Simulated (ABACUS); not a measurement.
Set up this calculation in ABACUS 3.10.1, as the native input.

```
Task                                          : band structure
Functional                                    : PBE
Potentials or basis                           : PseudoDojo NC FR 0.4 PBE standard
Cutoff                                        : 1361 eV
Density cutoff                                : 5442 eV
Basis                                         : DZP LCAO (the cutoffs set its grid)
Occupations                                   : fermi-dirac, width 0.05 eV
Spin                                          : collinear spin, ferromagnetic start, spin-orbit coupling
Radial cutoff of the potentials (pseudo_rcut) : 7 bohr
Density                                       : read from an earlier self-consistent run
Path                                          : G-M-K-G-A-L-H-A, L-M, K-H
Points for each segment of the path           : 6
SCF threshold on the density                  : 1e-07
Max SCF steps                                 : 100
Eigensolver                                   : genelpa
Mixing                                        : broyden
Mixing share                                  : 0.4
Symmetry key                                  : -1
```

The system is Ba2Tl5V3O12.

```
Tl Ba V O
1.0
     8.15421    0.00000    0.00000
    -4.07711    7.06176    0.00000
     0.00000    0.00000    6.92128
Tl Ba V O
5 2 3 12
Cartesian
  4.0771 0.0000 3.4606
  -2.0386 3.5309 3.4606
  2.0386 3.5309 3.4606
  0.0000 4.7079 1.5565
  4.0771 2.3539 5.3648
  0.0000 0.0000 1.6301
  0.0000 0.0000 5.2912
  4.0771 0.0000 0.0000
  -2.0386 3.5309 0.0000
  2.0386 3.5309 0.0000
  1.3636 2.4246 5.6370
  1.2955 7.0304 5.6370
  -2.6592 4.6685 5.6370
  1.4179 2.3932 1.2843
  5.4407 4.6372 1.2843
  5.3726 0.0314 1.2843
  2.7135 4.6372 1.2843
  2.7816 0.0314 1.2843
  6.7363 2.3932 1.2843
  2.6592 4.6685 5.6370
  -1.3636 2.4246 5.6370
  -1.2955 7.0304 5.6370
```

The cell was built by a generator and needn't be a form met in nature.

These files were run (other wordings do the same):

INPUT

```
INPUT_PARAMETERS
suffix              Ba2Tl5V3O12
calculation         nscf
basis_type          lcao
pseudo_dir          ./
orbital_dir         ./
symmetry            -1
dft_functional      pbe
ecutwfc             100.0
pseudo_rcut         7
nspin               4
nbands              254
ks_solver           genelpa
smearing_method     fd
smearing_sigma      0.00367493
scf_thr             1e-07
scf_nmax            100
mixing_type         broyden
mixing_beta         0.4
noncolin            0
lspinorb            1
init_chg            file
out_band            1
```

STRU

```
ATOMIC_SPECIES
Tl 204.3800 Tl.upf
Ba 137.3270 Ba.upf
V 50.9415 V.upf
O 15.9990 O.upf

NUMERICAL_ORBITAL
Tl_confined-atom_8au_2s2p2d.orb
Ba_confined-atom_9au_3s2p2d.orb
V_confined-atom_7au_3s2p2d1f.orb
O_confined-atom_6au_2s2p1d.orb

LATTICE_CONSTANT
1.8897261246

LATTICE_VECTORS
8.1542100000 0.0000000000 0.0000000000
-4.0771100000 7.0617600000 0.0000000000
0.0000000000 0.0000000000 6.9212800000

ATOMIC_POSITIONS
Direct

Tl
0.0
5
0.5000000000 0.0000000000 0.5000000000 1 1 1 mag 0 0 0
0.0000000000 0.5000000000 0.5000000000 1 1 1 mag 0 0 0
0.5000000000 0.5000000000 0.5000000000 1 1 1 mag 0 0 0
0.3333300000 0.6666700000 0.2248900000 1 1 1 mag 0 0 0
0.6666700000 0.3333300000 0.7751100000 1 1 1 mag 0 0 0

Ba
0.0
2
0.0000000000 0.0000000000 0.2355200000 1 1 1 mag 0 0 0
0.0000000000 0.0000000000 0.7644800000 1 1 1 mag 0 0 0

V
0.0
3
0.5000000000 0.0000000000 0.0000000000 1 1 1 mag 0 0 2
0.0000000000 0.5000000000 0.0000000000 1 1 1 mag 0 0 2
0.5000000000 0.5000000000 0.0000000000 1 1 1 mag 0 0 2

O
0.0
12
0.3389000000 0.3433400000 0.8144400000 1 1 1 mag 0 0 0
0.6566600000 0.9955600000 0.8144400000 1 1 1 mag 0 0 0
0.0044400000 0.6611000000 0.8144400000 1 1 1 mag 0 0 0
0.3433400000 0.3389000000 0.1855600000 1 1 1 mag 0 0 0
0.9955600000 0.6566600000 0.1855600000 1 1 1 mag 0 0 0
0.6611000000 0.0044400000 0.1855600000 1 1 1 mag 0 0 0
0.6611000000 0.6566600000 0.1855600000 1 1 1 mag 0 0 0
0.3433400000 0.0044400000 0.1855600000 1 1 1 mag 0 0 0
0.9955600000 0.3389000000 0.1855600000 1 1 1 mag 0 0 0
0.6566600000 0.6611000000 0.8144400000 1 1 1 mag 0 0 0
0.0044400000 0.3433400000 0.8144400000 1 1 1 mag 0 0 0
0.3389000000 0.9955600000 0.8144400000 1 1 1 mag 0 0 0
```

KPT

```
K_POINTS
12
Line
0.00000000 0.00000000 0.00000000 6 // G
0.50000000 0.00000000 0.00000000 6 // M
0.33333333 0.33333333 0.00000000 6 // K
0.00000000 0.00000000 0.00000000 6 // G
0.00000000 0.00000000 0.50000000 6 // A
0.50000000 0.00000000 0.50000000 6 // L
0.33333333 0.33333333 0.50000000 6 // H
0.00000000 0.00000000 0.50000000 1 // A
0.50000000 0.00000000 0.50000000 6 // L
0.50000000 0.00000000 0.00000000 1 // M
0.33333333 0.33333333 0.00000000 6 // K
0.33333333 0.33333333 0.50000000 1 // H
```

Potentials or basis: PseudoDojo NC FR 0.4 PBE standard, DZP LCAO (the cutoffs set its grid).

Launch:

```console
$ OMP_NUM_THREADS=1 mpirun -np 8 abacus > log
```

Run time: 22 s on 8 MPI ranks on Intel(R) Xeon(R) Platinum 8175M CPU @ 2.50GHz (Skylake/Cascade Lake), with other jobs on the host, peak memory 3.1 GiB a rank.
